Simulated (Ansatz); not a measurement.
# CH₂BClF+ (SMILES B[C+](F)Cl): single points off equilibrium

An exercise on one series of results from a longer session: the logs are not shown, and one member is left open.

Computed with Ansatz 0.2.0, Gaussian basis. Level: single points in def2-TZVPP.

Cores are frozen in the correlated methods.

## Where the work starts

6 atoms, charge 1, spin multiplicity 1.

Atoms are counted from 1 here; the program's logs count them from 0.

Bond lengths: B1–C2 1.587 Å, B1–H5 1.185 Å, B1–H6 1.220 Å, C2–F3 1.326 Å, C2–Cl4 1.715 Å. Angles: C2–B1–H5 119.2°, C2–B1–H6 117.9°, H5–B1–H6 122.8°, B1–C2–F3 120.1°, B1–C2–Cl4 126.1°, F3–C2–Cl4 113.8°.

Coordinates:

```xyz
6
charge 1, multiplicity 1
B    -0.17960    0.86710   -0.03930
C     0.20530   -0.66560    0.10150
F     1.33410   -1.01550    0.70190
Cl   -0.72120   -1.99480   -0.46060
H     0.16130    1.46190   -1.00580
H    -0.85360    1.37090    0.84430
```

Set-up of the first run:

The input, run/in.yaml:

```yaml
crystal:
  periodic: [false, false, false]
  atoms:
    - {symbol: B, position_ang: [-0.179600, 0.867100, -0.039300]}
    - {symbol: C, position_ang: [0.205300, -0.665600, 0.101500]}
    - {symbol: F, position_ang: [1.334100, -1.015500, 0.701900]}
    - {symbol: Cl, position_ang: [-0.721200, -1.994800, -0.460600]}
    - {symbol: H, position_ang: [0.161300, 1.461900, -1.005800]}
    - {symbol: H, position_ang: [-0.853600, 1.370900, 0.844300]}
basis:
  gaussian: {orbitals: def2-TZVPP}
total_charge: 1
correlation: {method: ccsd_t}
output: {forces: true}
```

No record of the launch command was kept for these runs.

Among the steps run: CCSD(T)/def2-TZVPP; PBE0-D4/def2-TZVPP; wB97M-V/def2-TZVPP; r2SCAN-D4/def2-TZVPP; PBE-D4/def2-TZVPP; LC-wPBE/def2-TZVPP; r2SCANh-D4/def2-TZVPP.

One of the session's tables, all rows but one given; the rest of the session is left out.

```
    method  RMS force component (eV/Å)  angle to CCSD(T) forces (°)
   CCSD(T)                       1.193                    reference
   PBE0-D4                       1.215                         10.9
   wB97M-V                       1.208                          5.5
 r2SCAN-D4                           ?                            ?
    PBE-D4                       0.846                         17.8
   LC-wPBE                       1.361                          7.3
r2SCANh-D4                       1.144                         11.6
```

Estimate the missing values for r2SCAN-D4.

The run gave: RMS force component (eV/Å): 1.025; angle to CCSD(T) forces (°): 13.4. In the column «RMS force component (eV/Å)» it lies between PBE-D4 (0.846) and r2SCANh-D4 (1.144).
